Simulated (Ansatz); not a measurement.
# BrCl3F2H2OW: the cost of one run

Program: Ansatz 0.2.0. Level of theory: RKS PBE/def2-SVP. These are calculated values, not measurements.

### 1 Starting point

Bond lengths: W1–O2 2.290 Å, O2–H3 1.010 Å, W1–Cl4 2.390 Å, W1–F5 1.850 Å, W1–Cl6 2.390 Å, W1–F7 1.850 Å, W1–Cl8 2.390 Å, W1–Br9 2.870 Å, Cl6–Br9 2.042 Å. Angles (14 of 24 angles, heavy atoms first): O2–W1–Cl4 90.0°, O2–W1–F5 90.0°, O2–W1–Cl6 90.0°, O2–W1–F7 90.0°, O2–W1–Cl8 180.0°, O2–W1–Br9 71.6°, Cl4–W1–F5 90.0°, Cl4–W1–Cl6 180.0°, Cl4–W1–F7 90.0°, Cl4–W1–Cl8 90.0°, Cl4–W1–Br9 135.5°, F5–W1–Cl6 90.0°, F5–W1–F7 180.0°, F5–W1–Cl8 90.0°.

Structure file:

```xyz
10

W     0.0000    0.0000    0.0000
O     0.0000    0.0000    2.2900
H    -0.9095   -0.2814    2.6271
Cl    2.3900    0.0000    0.0000
F     0.0000    1.8500    0.0000
Cl   -2.3900    0.0000    0.0000
F     0.0000   -1.8500    0.0000
Cl    0.0000    0.0000   -2.3900
Br   -2.0460    1.7977    0.9050
H    -0.9846    0.8651    2.1267
```

### 2 A restrained relaxation towards end A

Springs on the bonds that form and break draw the guess towards this end; the thresholds are loose.

File input.yaml:

```yaml
crystal:
  periodic: [false, false, false]
  atoms:
    - { symbol: W, position_ang: [0.0, 0.0, 0.0] }
    - { symbol: O, position_ang: [0.0, 0.0, 2.29] }
    - { symbol: H, position_ang: [-0.9095, -0.2814, 2.6271] }
    - { symbol: Cl, position_ang: [2.39, 0.0, 0.0] }
    - { symbol: F, position_ang: [0.0, 1.85, 0.0] }
    - { symbol: Cl, position_ang: [-2.39, 0.0, 0.0] }
    - { symbol: F, position_ang: [0.0, -1.85, 0.0] }
    - { symbol: Cl, position_ang: [0.0, 0.0, -2.39] }
    - { symbol: Br, position_ang: [-2.046, 1.7977, 0.905] }
    - { symbol: H, position_ang: [-0.9846, 0.8651, 2.1267] }
basis:
  gaussian: { orbitals: def2-SVP }
hamiltonian:
  xc: pbe
relax:
  f_tol: 0.15
  max_steps: 25
  restrain:
    - { distance: [0, 8], at: 3.77, k: 30.0 }
    - { distance: [9, 1], at: 2.21, k: 30.0 }
    - { distance: [0, 1], at: 1.94, k: 30.0 }
    - { distance: [9, 8], at: 1.55, k: 30.0 }
output:
  orbitals: {}
```

Command:

```
ansatz run input.yaml --threads 4 --pin off --max-ram 5120MiB --backend cpu --events-out ev --progress --plain --runs-dir out
```

**Question.** How long does this run take on 4 threads of Intel Xeon 6975P-C (Granite Rapids), shared host, and how much memory does it need?

About 38 s, with a peak of 0.51 GiB.
